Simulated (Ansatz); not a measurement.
# Mg (fcc type): how the settings move a relaxation

How sensitive is a relaxation of Mg (fcc type) to its settings? A reference run comes first, then one run with altered input.

Method: reference: DFT, LDA, PAW with Ansatz's default frozen-core files, scalar-relativistic, in Ansatz 0.2.0.

**1. The starting structure**

It takes space group Fm-3m (No. 225, cubic). Conventional cell: a = 4.421 Å, b = 4.421 Å, c = 4.421 Å, α = 90.00°, β = 90.00°, γ = 90.00°. Mg (site symmetry m-3m) has 12 Mg at 3.13 Å in its first shell of neighbours.

Structure file:

```
Mg
1.0
     0.00000    2.21062    2.21062
     2.21062    0.00000    2.21062
     2.21062    2.21062    0.00000
Mg
1
Direct
  0.00000 0.00000 0.00000
```

**2. Baseline**

input.yaml reads:

```yaml
crystal:
  lattice:
    - [0.0, 2.2106235486, 2.2106235486]
    - [2.2106235486, 0.0, 2.2106235486]
    - [2.2106235486, 2.2106235486, 0.0]
  atoms:
    - { symbol: Mg, position: [0.0, 0.0, 0.0] }
kpoints:
  mp_grid: { grid: [16, 16, 16] }
scf:
  occupations: { method: fermi_dirac, width: 0.05 }
hamiltonian:
  xc: lda
  pseudopotentials: { kind: paw }
output:
  forces: true
  stress: true
relax:
  f_tol: 0.005
  max_steps: 40
  cell: {}
```

Run with:

```bash
$ ansatz run input.yaml --threads 1 --pin off --max-ram 2048MiB --backend cpu --events-out ev --progress --plain --runs-dir out
```

**3. Changed: mp_grid.grid [11, 11, 11], chi_scale 0.3**

input.yaml: that of step 2 with these lines changed.

```diff
@@ -8,5 +8,6 @@
 kpoints:
-  mp_grid: { grid: [16, 16, 16] }
+  mp_grid: { grid: [11, 11, 11] }
 scf:
   occupations: { method: fermi_dirac, width: 0.05 }
+  initial_density: { chi_scale: 0.3 }
 hamiltonian:
```

What does the calculation give? Wanted: for each run, ending; energy change; pressure; gap; force.

The runs gave:

| run | ending | energy change | pressure (GPa) | gap (eV) | force (eV/Å) | cycles | time |
| --- | --- | --- | --- | --- | --- | --- | --- |
| reference | converged | 0 | 0.0 | 0.00 | 0.00 | 15 | 4.5 s |
| 1: mp_grid.grid [11, 11, 11], chi_scale 0.3 | converged | +0.8 meV/atom | 0.0 | 0.00 | 0.00 | 15 | 2.1 s |

Changing the k-point mesh and start moves the energy by +0.8 meV/atom, and the final volume goes from 21.78 to 21.85 Å³. Sampling errors of the energy have no fixed sign. Cost: 2.1 s against 4.5 s.
